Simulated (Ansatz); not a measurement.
**CH₃BO₂: vertical ionisation energy**

Aim: the vertical ionisation energy of CH₃BO₂, as cation minus neutral at the neutral's geometry, on several levels, and how well −ε(HOMO) stands in for it.

The runs use Ansatz 0.2.0, Gaussian basis; unrestricted cation, the program's frozen cores in correlated methods.

Plan: UKS PBE-D4/def2-TZVPP; UKS r2SCAN-D4/def2-TZVPP; UKS PBE0-D4/def2-TZVPP; UKS B3LYP-D4/def2-TZVPP; UKS wB97X-V/def2-TZVPP; UKS wB97M-V/def2-TZVPP; UKS B2PLYP/def2-TZVPP; UHF-CCSD(T)/def2-TZVPP; UHF-MP2/def2-QZVPP; extrapolation to the limit; then −ε(HOMO) from the neutral's earlier runs with LDA (SPW92), PBE-D4, revPBE-D4, BLYP-D4, r2SCAN-D4, B97M-V, PBE0-D4, B3LYP-D4, r2SCANh-D4, r2SCAN0-D4, HSE06-D4, BHLYP-D4, CAM-B3LYP-D4, LC-ωPBE, ωB97X-V, ωB97M-V.

## 1. The relaxed structure

An earlier PBE0-D4 in a triple-zeta def2 set relaxation fixed the geometry.

SMILES `BC(=O)O`, 7 atoms, charge 0, spin multiplicity 1.

Atoms are counted from 1 here; the program's logs count them from 0.

Bond lengths: B1–C2 1.559 Å, B1–H5 1.191 Å, B1–H6 1.191 Å, C2–O3 1.211 Å, C2–O4 1.331 Å, O4–H7 0.971 Å. Angles: C2–B1–H5 118.9°, C2–B1–H6 118.9°, H5–B1–H6 121.8°, B1–C2–O3 113.6°, B1–C2–O4 122.8°, O3–C2–O4 123.6°, C2–O4–H7 107.5°.

## 2. Cation, UKS PBE-D4/def2-TZVPP

The input, in.yaml:

```yaml
crystal:
  periodic: [false, false, false]
  atoms:
    - {symbol: B, position_ang: [-0.603139, 0.935760, -0.186704]}
    - {symbol: C, position_ang: [0.108681, -0.431057, 0.050295]}
    - {symbol: O, position_ang: [-0.646485, -1.377605, 0.045386]}
    - {symbol: O, position_ang: [1.422185, -0.536672, 0.239135]}
    - {symbol: H, position_ang: [-0.783699, 1.304326, -1.304306]}
    - {symbol: H, position_ang: [-1.060367, 1.515845, 0.747077]}
    - {symbol: H, position_ang: [1.623924, -1.478698, 0.363418]}
basis:
  gaussian: {orbitals: def2-TZVPP}
total_charge: 1
magnetization: {spin_polarized: true, initial_magnetization: 1}
hamiltonian: {xc: pbe, dispersion: d4}
```

Started as:

```sh
> ansatz run in.yaml --threads 2 --pin off --events-out ev --progress --plain --max-ram 4352MiB
```

The runs that follow: Cation, UKS r2SCAN-D4/def2-TZVPP; Cation, UKS PBE0-D4/def2-TZVPP; Cation, UKS B3LYP-D4/def2-TZVPP; Cation, UKS wB97X-V/def2-TZVPP; Cation, UKS wB97M-V/def2-TZVPP; Cation, UKS B2PLYP (frozen core)/def2-TZVPP; Cation, UHF-CCSD(T)/def2-TZVPP; Cation, UHF-MP2/def2-QZVPP.

Q: Predict the results of all the runs planned. Wanted: ionisation energy, CCSD(T)/CBS; nearest functional by difference; nearest −ε(HOMO); −ε(HOMO) of PBE; T1 of the cation.

**Answer**, as computed:

| quantity | value |
| --- | --- |
| ionisation energy, CCSD(T)/CBS | 10.99 eV |
| nearest functional by difference | B2PLYP (-0.17 eV) |
| nearest −ε(HOMO) | LC-ωPBE (+0.04 eV) |
| −ε(HOMO) of PBE | 6.84 eV |
| T1 of the cation | 0.030 |

**Reading.** Energy differences with functionals land within 0.42 eV of the reference. The PBE orbital energy is 4.2 eV too small: a semilocal HOMO is no ionisation energy. Among orbital estimates LC-ωPBE comes nearest. Hartree-Fock falls 1.65 eV short, as the neutral has more correlation energy than the cation.
